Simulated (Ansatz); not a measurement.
# H3CCl: the cost of one run

All numbers below are computed with Ansatz 0.2.0 (DFT PBE+D3(BJ), plane waves, PAW, scalar-relativistic, no spin polarisation).

**1. The system as given**

The cell holds 30 atoms (C6H18Cl6): a = 8.203 Å, b = 8.203 Å, c = 8.203 Å, α = 90.00°, β = 90.00°, γ = 90.00°.

The coordinates stand in the first input below.

**2. Relaxing the start**

input.yaml reads:

```yaml
accuracy: low
crystal:
  lattice:
    - [8.203132, 0.0, 0.0]
    - [0.0, 8.203132, 0.0]
    - [0.0, 0.0, 8.203132]
  atoms:
    - { symbol: C, position: [0.2316502, 0.4373223, 0.3513192] }
    - { symbol: Cl, position: [0.2233352, 0.4181928, 0.5669789] }
    - { symbol: H, position: [0.3048054, 0.5435499, 0.3203426] }
    - { symbol: H, position: [0.2867488, 0.3278753, 0.3005156] }
    - { symbol: H, position: [0.1083491, 0.4519363, 0.3046417] }
    - { symbol: C, position: [0.2950363, 0.8596137, 0.8871517] }
    - { symbol: Cl, position: [0.5089207, 0.8855262, 0.8642132] }
    - { symbol: H, position: [0.2720743, 0.783334, 0.9932162] }
    - { symbol: H, position: [0.2388255, 0.9786061, 0.9037849] }
    - { symbol: H, position: [0.2468088, 0.8014662, 0.7781173] }
    - { symbol: C, position: [0.4514109, 0.9185388, 0.2764508] }
    - { symbol: Cl, position: [0.6017428, 0.9182872, 0.4324778] }
    - { symbol: H, position: [0.450705, 1.0374076, 0.2175844] }
    - { symbol: H, position: [0.4810643, 0.8242477, 0.1879896] }
    - { symbol: H, position: [0.3329182, 0.894111, 0.3308409] }
    - { symbol: C, position: [0.7608449, 0.4141597, 0.536958] }
    - { symbol: Cl, position: [0.7775002, 0.4450494, 0.7507631] }
    - { symbol: H, position: [0.7602078, 0.5321581, 0.476365] }
    - { symbol: H, position: [0.8645245, 0.3424714, 0.495644] }
    - { symbol: H, position: [0.6478817, 0.3494501, 0.5115121] }
    - { symbol: C, position: [0.7934481, 0.8955203, 0.1536657] }
    - { symbol: Cl, position: [0.741768, 1.1039781, 0.125053] }
    - { symbol: H, position: [0.8555049, 0.8821795, 0.270141] }
    - { symbol: H, position: [0.6822879, 0.8231439, 0.1529007] }
    - { symbol: H, position: [0.8733346, 0.8570695, 0.0549986] }
    - { symbol: C, position: [0.4609347, 0.2767854, 0.8264586] }
    - { symbol: Cl, position: [0.3999755, 0.3475666, 1.0219533] }
    - { symbol: H, position: [0.5870037, 0.2360263, 0.832849] }
    - { symbol: H, position: [0.3823982, 0.1760169, 0.790776] }
    - { symbol: H, position: [0.4497125, 0.3761521, 0.7393045] }
basis:
  ecutwfc: 420.0
kpoints:
  mp_grid: { grid: [1, 1, 1] }
hamiltonian:
  xc: pbe
  dispersion: d3bj
scf:
  occupations: { method: fermi_dirac, width: 0.05 }
  lower_state_search: "off"
relax:
  f_tol: 0.3
  max_steps: 15
  adjacent_minimum: "off"
```

Run with:

```sh
$ ansatz run input.yaml --threads 1 --pin off --max-ram 3072MiB --backend cpu --events-out ev --progress --plain --runs-dir out
```

**Question.** How long does this run take on 1 thread of Arm Neoverse V1, shared host, and how much memory does it need?

About 11 s, with a peak of 0.48 GiB.
